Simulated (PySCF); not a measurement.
# C7H6F2N: the cost of one run

Computed with PySCF 2.14.0 and routines of our own; the level stands in each step. Atoms count from 0.

## 1. The system as given

16 atoms, charge 0, multiplicity 2; geometry from: GFN2-xTB.

## 2. Open-shell or spin-flip excitations: unrestricted TDA B3LYP/def2-SVP

The job: settings as JSON, then the geometry in Å.

```
{"job": {"kind": "uabs", "xc": "B3LYP", "basis": "def2-SVP", "nstates": 10, "tda": true}, "charge": 0, "multiplicity": 2}
N     -2.103806    -0.489788    -1.930479
C     -1.362113    -0.286073    -0.877809
C     -1.838650    -0.233305     0.474735
C     -0.979079    -0.005015     1.516867
C      0.381955     0.177813     1.284311
C      0.879972     0.131655    -0.024070
C      2.357137     0.333970    -0.237339
F      3.075719    -0.621419     0.409302
F      2.765191     1.518275     0.288573
C      0.042019    -0.094719    -1.084798
H     -3.090967    -0.617609    -1.717263
H     -2.895961    -0.376257     0.651033
H     -1.351901     0.036223     2.529694
H      1.060515     0.355766     2.104128
H      2.651636     0.317527    -1.297392
H      0.400737    -0.138101    -2.100904
```

Level: unrestricted TDA B3LYP/def2-SVP, vertical, gas phase, core orbitals frozen in the response.

On the command line:

```sh
$ OMP_NUM_THREADS=1 python excited_run.py task.json out
```

This one command runs all jobs of the session in turn.

**Question.** How long does this first job take on 1 thread of Arm Neoverse V1, shared host, and how much memory does it need?

About 56 s, with a peak of 0.66 GiB.
